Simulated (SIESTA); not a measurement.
The system is FeGe2.

```
CELL_PARAMETERS angstrom
-2.95956 2.95956 2.45140
2.95956 -2.95956 2.45140
2.95956 2.95956 -2.45140
ATOMIC_POSITIONS crystal
Ge 0.84511 0.34511 0.19021
Ge 0.65489 0.84511 0.50000
Ge 0.34511 0.15489 0.50000
Ge 0.15489 0.65489 0.80979
Fe 0.25000 0.25000 0.00000
Fe 0.75000 0.75000 0.00000
```

The cell is a database's computed one.

* Program: SIESTA 5.4.2
* Task: single point
* Functional: PBEsol
* Potentials or basis: PseudoDojo 0.4 standard (PBEsol files)
* Basis: DZP (energy shift 0.003 Ry; two zetas on semicore shells)
* Grid cutoff: 800 Ry
* Energy shift: 0.003 Ry
* k mesh: 7 × 7 × 7
* Occupations: fermi-dirac, width 0.05 eV
* Spin: collinear spin, ferromagnetic start
* Starting moments: [0.0, 0.0, 0.0, 0.0, 3.0, 3.0] μB

On this cell: pressure -3.6 GPa; largest force 0.129 eV/Å; net moment 2.55 μB per cell; site moments Ge -0.11; Fe +1.50 μB; band gap on the k mesh none (metal or under the smearing width).

The same run follows on a disturbed copy (atoms moved at random, drawn with an rms of 0.05 Å):

```xyz
6
Lattice="-2.9596 2.9596 2.4514 2.9596 -2.9596 2.4514 2.9596 2.9596 -2.4514" Properties=species:S:1:pos:R:3 pbc="T T T"
Ge   -0.9510    2.0589    2.4493
Ge    2.0282    0.9463    2.4130
Ge    0.9006    2.0504    0.0380
Ge    3.8678    0.9351   -0.0694
Fe   -0.0311    0.0070    1.1571
Fe   -0.0489   -0.0483    3.6483
```

Q: What does the disturbed cell give?

A: The energy (extrapolated to zero smearing) moves by +9.8 meV/atom; pressure -3.3 GPa; largest force 0.762 eV/Å; net moment 2.52 μB per cell; site moments Ge -0.11; Fe +1.48, +1.47 μB; band gap on the k mesh none (metal or under the smearing width).

Forces on the atoms (eV/Å):
```
Ge   0.136 -0.190 -0.180
Ge  -0.313 -0.336  0.161
Ge  -0.102 -0.111 -0.435
Ge  -0.080  0.022  0.245
Fe  -0.006  0.017  0.511
Fe   0.365  0.596 -0.304
```

Stress tensor (GPa, compression positive):
```
-4.03  0.16  0.21
 0.16 -3.90 -0.08
 0.21 -0.08 -2.07
```

Caveats: short orbitals over semicore shells can move pressures by several GPa; the basis of atomic orbitals isn't converged, which shifts pressures, moduli and gaps.
